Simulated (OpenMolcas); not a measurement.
# Ta⁴⁺ among point charges: CASSCF and CASPT2 levels and susceptibility

Aim: the splitting of the states of Ta⁴⁺ in the field of 4 point charges, its lowest levels with spin-orbit coupling and its magnetic susceptibility.

The numbers are computed with OpenMolcas 26.06 (state-averaged CASSCF and CASPT2, spin-orbit coupling by RASSI with atomic mean-field integrals), except any that are marked as measured or tabulated.

## 1. The atom as given

- Species: Ta⁴⁺ (tantalum, Z = 73, 69 electrons)
- Basis: ANO-RCC-VDZP [7s6p4d2f1g], 68 functions
- Scalar Hamiltonian: DKH2, point nucleus
- Inactive shells: 1s 2s 2p 3s 3p 3d 4s 4p 4d 4f 5s 5p
- Active space: 1 electron in 5 orbitals (5d)
- Some configurations of this space: 5d
- Orbitals: optimised for each spin and parity, averaged over all roots

The outer shells:

5d
```
5d [↑ ][  ][  ][  ][  ]
```

The ion sits among 4 point charges of -2.5 e arranged as a square (D4h), 2.34 Å from the ion.

Each step is its own input file, run in one work folder so that later steps find the files of earlier ones. Labels, J, g values, rates, χT and fits are worked out afterwards by a script from the matrices that RASSI stores. The input lists half of the charges; inversion (Group=XYZ) makes the rest.

## 2. GATEWAY and SEWARD: basis and integrals

a.inp

```
&GATEWAY
Coord
1

Ta 0.0 0.0 0.0
Basis=ANO-RCC-VDZP
Group=XYZ
NoMove
AngMom=0.0 0.0 0.0
AMFI
XField
2 Angstrom 0
2.340000 0.000000 0.000000 -2.500000
0.000000 2.340000 0.000000 -2.500000
&SEWARD
```

Run with:

```
$ OMP_NUM_THREADS=1 MOLCAS_MEM=1689 MOLCAS_PROJECT=a pymolcas a.inp > a.log
```

## 3. CASSCF: doublets of even parity, 5 roots

a.inp

```
&RASSCF
FileOrb=start.orb
Symmetry=1
Spin=2
nActEl=1 0 0
Inactive=15 19
Ras2=5 0
CIRoot=5 5 1
SDav=5
CIMx=300
Iter=120 100
PrWF=0.3
OrbListing=Nothing
MaxOrb=0
>>> COPY $Project.JobIph JOB001
```

start.orb holds the contracted functions of the basis, ordered by shell, or the orbitals of the step before.

## 4. State interaction with spin-orbit coupling

a.inp

```
&RASSI
NrOfJobIphs=1 5
1 2 3 4 5
IphNames
JOB001
EJob
SpinOrbit
DIPRint=1.0
SOCoupling=1000.0
Subsets=2
Property=9
'ANGMOM' 1 'ANGMOM' 2 'ANGMOM' 3 'MLTPL  1' 1 'MLTPL  1' 2 'MLTPL  1' 3
'AMFI' 1 'AMFI' 2 'AMFI' 3
SOProperty=3
'ANGMOM' 1 'ANGMOM' 2 'ANGMOM' 3
```

## 5. CASPT2: IPEA 0.25, imaginary shift 0.1 (closed shells correlated: 4f 5s 5p)

a.inp

```
>>> COPY JOB001 $Project.JobIph
&CASPT2
Multistate=5 1 2 3 4 5
NoMult
Frozen=14 9
IPEA=0.25
Imaginary=0.1
MaxIter=60
WThr=0.0 0.3 0.05
PrWF=0.5
NoMix
```

(Steps that only read results are left out.)

Q: Predict the outcome of this session. Wanted: spin-free ground state; first state of the same spin within the active space; lowest level; next level.

The runs gave:

| quantity | value |
| --- | --- |
| method | SS-CASPT2, IPEA 0.25, imaginary shift 0.1 (closed shells correlated: 4f 5s 5p) |
| spin-free ground state | 2A1, 1-fold in its orbital part |
| first state of the same spin within the active space | 2E at 13000 cm⁻¹ |
| lowest level | 2-fold E1/2, g = 0.89, 0.89, 1.89 |
| next level | 13002.2 cm⁻¹ |
| χT at 300 K | 0.18 cm³ K/mol |
| effective moment at 300 K | 1.20 μB |

Cost by method:

```csv
method,time of its own steps,time with the reference
A. CASSCF,2 s,2 s
"B. SS-CASPT2, IPEA 0.25, imaginary shift 0.1, +4f 5s 5p",0.97 s,3 s
```

Times are of one thread on a shared host.

The spin-free ground state (2A1) comes to 100 % from free-ion D terms and keeps the highest spin of the shell. χT at 300 K is 0.18, against 0.38 cm³ K/mol for the spin alone, so orbital moment lowers it. The field of point charges can differ much from that of real complexes. Point charges carry no covalency, so the field is a model and not that of real ligands.
